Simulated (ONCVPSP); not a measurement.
**An ONCV potential for tellurium, from input to tests**

Task: generate the file, and judge it by its errors in other configurations, its logarithmic derivatives, its ghosts and its cutoff.

The numbers are computed with ONCVPSP 4.0.1 (LDA (Perdew-Zunger), scalar-relativistic, spin-unpolarised reference atom).

1 further run of the same task is left out (set aside as unsound or not needed).

### 1 Starting point

Typed settings, in words:

* element: tellurium (Te, Z = 52)
* type: optimised norm-conserving Vanderbilt (ONCV)
* frozen core: [Ar] 3d10
* valence charge: 24
* reference configuration: 4s2 4p6 4d10 5s2 5p4
* partial waves: 4s+5s: rc 1.20 bohr, ncon 3, nbas 6, qcut 7.8 1/bohr, 2 projectors; 4p+5p: rc 1.30 bohr, ncon 5, nbas 10, qcut 12.8 1/bohr, 2 projectors; 4d: rc 1.50 bohr, ncon 4, nbas 7, qcut 7.3 1/bohr, 2 projectors, debl 0.8 Ha
* local potential: polynomial inside 0.95 bohr (lpopt 5, dvloc0 6 Ha)
* core correction: Teter function, fcfact 2.75, rcfact 1.05

An earlier all-electron run gives the scale for the radii.

All-electron outer shells of the reference configuration (LDA (Perdew-Zunger), scalar-relativistic, ld1.x):

| shell | level (eV) | outermost node (bohr) | outermost maximum (bohr) |
| --- | --- | --- | --- |
| 3p | -803.47 | 0.13 | 0.29 |
| 3d | -560.31 | – | 0.24 |
| 4s | -163.99 | 0.38 | 0.70 |
| 4p | -114.19 | 0.38 | 0.74 |
| 4d | -41.70 | 0.36 | 0.81 |
| 5s | -15.36 | 0.91 | 1.77 |
| 5p | -6.12 | 1.00 | 2.17 |

### 2 The generation run

The input, Te.dat:

```
# ATOM AND REFERENCE CONFIGURATION
# atsym  z   nc   nv     iexc    psfile
  Te 52.00    6    5        3      upf
#
#   n    l    f
    1    0    2.00
    2    0    2.00
    2    1    6.00
    3    0    2.00
    3    1    6.00
    3    2   10.00
    4    0    2.00
    4    1    6.00
    4    2   10.00
    5    0    2.00
    5    1    4.00
#
# PSEUDOPOTENTIAL AND OPTIMIZATION
# lmax
    2
#
#   l,   rc,      ep,       ncon, nbas, qcut
    0    1.20    0.00    3    6    7.80
    1    1.30    0.00    5   10   12.80
    2    1.50    0.00    4    7    7.30
#
# LOCAL POTENTIAL
# lloc, lpopt,  rc(5),   dvloc0
    4    5    0.95    6.00
#
# VANDERBILT-KLEINMAN-BYLANDER PROJECTORs
# l, nproj, debl
    0    2    0.50
    1    2    0.50
    2    2    0.80
#
# MODEL CORE CHARGE
# icmod, fcfact, rcfact
    3    2.75    1.05
#
# LOG DERIVATIVE ANALYSIS
# epsh1, epsh2, depsh
   -8.00    5.00    0.04
#
# OUTPUT GRID
# rlmax, drl
    6.00    0.01
#
# TEST CONFIGURATIONS
# ncnf
    4
# nvcnf
#   n    l    f
    5
    4    0    2.00
    4    1    6.00
    4    2   10.00
    5    0    2.00
    5    1    3.00
#
    5
    4    0    2.00
    4    1    6.00
    4    2   10.00
    5    0    2.00
    5    1    2.00
#
    5
    4    0    2.00
    4    1    6.00
    4    2   10.00
    5    0    2.00
    5    1    1.00
#
    5
    4    0    2.00
    4    1    5.00
    4    2   10.00
    5    0    2.00
    5    1    4.00
#
```

Started as:

```bash
$ oncvpsp.x < Te.dat > Te.out
```

**Question.** What will these runs give? Wanted: cutoffs for 1 and 0.1 mHa per electron, occupied waves; bound ghosts; GHOST(+) flags; largest test error; largest phase difference near zero energy, channels read; rms error of d²Exc/dn², without and with the model core; projector energies reset by the program.

**Answer**, as computed:

```
                                                quantity                               value
  cutoffs for 1 and 0.1 mHa per electron, occupied waves                     69 Ha and 83 Ha
                                            bound ghosts                          none found
                                          GHOST(+) flags                         s at 307 eV
                            largest test error (AE − PS)  -172 meV, for 4s2 4p5 4d10 5s2 5p4
largest phase difference near zero energy, channels read                           0.000 rad
 rms error of d²Exc/dn², without and with the model core                   4.08 and 2.11 mHa
                 projector energies reset by the program                 d: -1.532, 0.250 Ha
```

**Reading.** By total energies transferability is fair for so large an energy: the largest error is 172 meV on 122.7 eV, for 4s2 4p5 4d10 5s2 5p4. That test lies far up in energy; among those under 40 eV, nearer to bonding, the largest error is 5.9 meV. By its cutoff, 69 Ha for the looser tolerance, it is very hard. At the looser tolerance the 4d wave is the slowest; 4p needs 53 Ha. The program's ghost test flags no bound state. Near zero energy the phases of the channels with partial waves agree within 0.001 rad. The program also flags highly localised states, GHOST(+) (s).
